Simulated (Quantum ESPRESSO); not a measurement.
## Ta3N under changes of volume

One of the cells (14.978 Å³/atom); the others are scaled copies at fixed shape and fractional positions:

```
Ta N
1.0
     3.03222    0.00000    0.00000
    -1.51611    2.62598    0.00000
     0.00000    0.00000    7.52414
Ta N
3 1
Direct
  0.66667 0.33333 0.82607
  0.33333 0.66667 0.17393
  0.00000 0.00000 0.50000
  0.00000 0.00000 0.00000
```

The cell comes from a database or a generator and needn't be the stable form of this composition.

```yaml
Program: Quantum ESPRESSO 7.5
Functional: LDA
Potentials_or_basis: GBRV 1.5 LDA
Cutoff: 762 eV
Density_cutoff: 6095 eV
k_mesh: 10 × 10 × 4
Occupations: fermi-dirac, width 0.05 eV
Spin: no spin polarisation
```

```tsv
volume (Å³/atom)	energy over the lowest point (meV/atom)	pressure (GPa)	largest force (eV/Å)
14.079	0.00	2.6	0.070
14.379	0.55	-3.2	0.227
14.678	11.45	-8.5	0.368
14.978	31.62	-13.2	0.496
15.277	60.13	-17.4	0.611
15.577	?	?	?
15.877	138.81	-24.6	0.807
```

Problem. What does the run at 15.577 Å³/atom give?

Solution. Energy over the lowest point 96.11 meV/atom; pressure -21.2 GPa; largest force 0.714 eV/Å.

Worked out: A Birch-Murnaghan fit of order 3 (a polynomial in V^(-2/3)) to the other rows has its minimum at 14.21 Å³/atom with B0 = V·E''(V) = 279 GPa and B' = 4.3 at fixed shape and positions, which overstates the stiffness. It gives 96.11 meV/atom at 15.577 Å³/atom, against the run's 96.11, and -dE/dV = -21.1 GPa, against -21.2.

Energies are extrapolated to zero smearing.
